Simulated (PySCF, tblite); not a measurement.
**C₃H₉FS₂Si₂: geometry, infrared bands and NMR shifts**

What infrared bands and NMR shifts should C₃H₉FS₂Si₂ (`CS/C(=C/S[SiH3])[SiH2]F`) show?

Computed with tblite 0.8.0 and PySCF 2.14.0, with density-fitted response routines of our own, on a single molecule in the gas phase. Atoms count from 0, in the outputs and in this text.

## (1) The starting structure

17 atoms, charge 0, multiplicity 1; geometry from: force field or distance geometry start.

Bonds of the start (Å): C0–S1 1.83, S1–C2 1.76, C2–C3 1.35, C3–S4 1.74, S4–Si5 2.15, C2–Si6 1.86, Si6–F7 1.62, C0–H8 1.10, C0–H9 1.09, C0–H10 1.09, C3–H11 1.08, Si5–H12 1.49, Si5–H13 1.48, Si5–H14 1.49, Si6–H15 1.49, Si6–H16 1.48.

## (2) Geometry optimisation with GFN2-xTB

The job: settings as JSON, then the geometry in Å.

```
{"job": {"kind": "relax", "xc": "GFN2-xTB", "basis": "xTB"}, "charge": 0, "multiplicity": 1}
C      2.717200     1.018400    -0.009500
S      1.478800     1.270800    -1.332300
C      0.354600    -0.023800    -0.915500
C     -0.655200     0.279200    -0.072700
S     -1.884500    -0.832600     0.469900
Si    -3.158700     0.300500     1.778600
Si     0.686100    -1.629600    -1.796000
F      2.062900    -2.218000    -1.190000
H      2.246400     1.115100     0.976500
H      3.173200     0.036100    -0.087200
H      3.483900     1.781800    -0.101100
H     -0.708800     1.279800     0.339900
H     -2.331300     0.824800     2.907600
H     -4.227400    -0.577300     2.297000
H     -3.732500     1.447800     1.024300
H     -0.383000    -2.651600    -1.605700
H      0.871300    -1.409600    -3.248400
```

Command:

```bash
$ OMP_NUM_THREADS=1 python probes_run.py task.json out
```

One launch serves the whole session: the jobs run in the order shown.

**Question.** This job is followed by: GFN2-xTB harmonic vibrations, gas phase; GIAO PBE0/pcSseg-1 NMR shielding, non-relativistic, gas phase. Predict these results of the whole session: strongest single infrared mode (GFN2-xTB); zero-point energy (GFN2-xTB); 13C shifts against TMS (PBE0/pcSseg-1); 1H shifts against TMS (PBE0/pcSseg-1, means over atoms taken as alike); 33S shifts against CS2 (PBE0/pcSseg-1); 29Si shifts against TMS (PBE0/pcSseg-1); 19F shifts against CFCl3 (PBE0/pcSseg-1).

The runs gave:

| quantity | value |
| --- | --- |
| strongest single infrared mode (GFN2-xTB) | 758 cm⁻¹, 457 km/mol |
| zero-point energy (GFN2-xTB) | 65.6 kcal/mol |
| 13C shifts against TMS (PBE0/pcSseg-1) | 143.5, 141.7, 22.9 ppm |
| 1H shifts against TMS (PBE0/pcSseg-1, means over atoms taken as alike) | 6.73, 5.59, 4.71, 2.43 ppm |
| 33S shifts against CS2 (PBE0/pcSseg-1) | 58, -103 ppm |
| 29Si shifts against TMS (PBE0/pcSseg-1) | -8.3, -49.8 ppm |
| 19F shifts against CFCl3 (PBE0/pcSseg-1) | -227.9 ppm |

In words: Relaxing lowered the energy by 0.234 eV in 186 steps; the close pair that moved most is Si5–H12, from 1.495 to 1.459 Å. No mode is imaginary among the 45: a minimum at this level. The strongest single mode, at 758 cm⁻¹, is spread over several atoms, H13, H12, H14 among them. GFN2-xTB is a fitted tight-binding method: band positions and strengths are rough. Its intensities can rank the bands wrongly. H11 (hydrogen on an alkene CH) lies farthest downfield among hydrogen, at 6.73 ppm; olefinic region.
